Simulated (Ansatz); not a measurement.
HfOs3:

```
Os Hf
1.0
     3.97356    0.00000    0.00000
     0.00000    3.97356    0.00000
     0.00000    0.00000    3.97356
Os Hf
3 1
Direct
  0.00000 0.50000 0.50000
  0.50000 0.00000 0.50000
  0.50000 0.50000 0.00000
  0.00000 0.00000 0.00000
```

The cell comes from a database or a generator and needn't be the stable form of this composition.

| Property | Result |
| --- | --- |
| Program | Ansatz 0.2.0 |
| Task | single point |
| Functional | PBE |
| Potentials or basis | Ansatz PAW |
| Cutoff | 420 eV (not typed: the program's choice for these potentials) |
| k mesh | 7 × 7 × 7 |
| Occupations | fermi-dirac, width 0.05 eV |
| Spin | no spin polarisation |

On this cell: pressure 0.8 GPa; largest force zero by symmetry; band gap on the k mesh none (metal or under the smearing width).

The same run follows on a disturbed copy (atoms moved at random, drawn with an rms of 0.05 Å):

```
CELL_PARAMETERS angstrom
3.97356 0.00000 0.00000
0.00000 3.97356 0.00000
0.00000 0.00000 3.97356
ATOMIC_POSITIONS crystal
Os 0.99567 0.50125 0.50273
Os 0.49790 0.99253 0.50150
Os 0.50295 0.50093 0.99106
Hf 0.01232 0.00819 0.99509
```

Task: What changes?

Result: The energy (extrapolated to zero smearing) moves by +6.8 meV/atom; pressure 1.2 GPa; largest force 0.817 eV/Å; band gap on the k mesh none (metal or under the smearing width).

Forces in eV/Å, atoms in the order of the input:
```
Os  -0.063  0.138 -0.351
Os   0.418  0.015 -0.310
Os   0.234  0.146  0.181
Hf  -0.590 -0.299  0.480
```

Stress tensor (GPa, compression positive):
```
 1.22 -0.09 -0.24
-0.09  1.21 -0.23
-0.24 -0.23  1.21
```
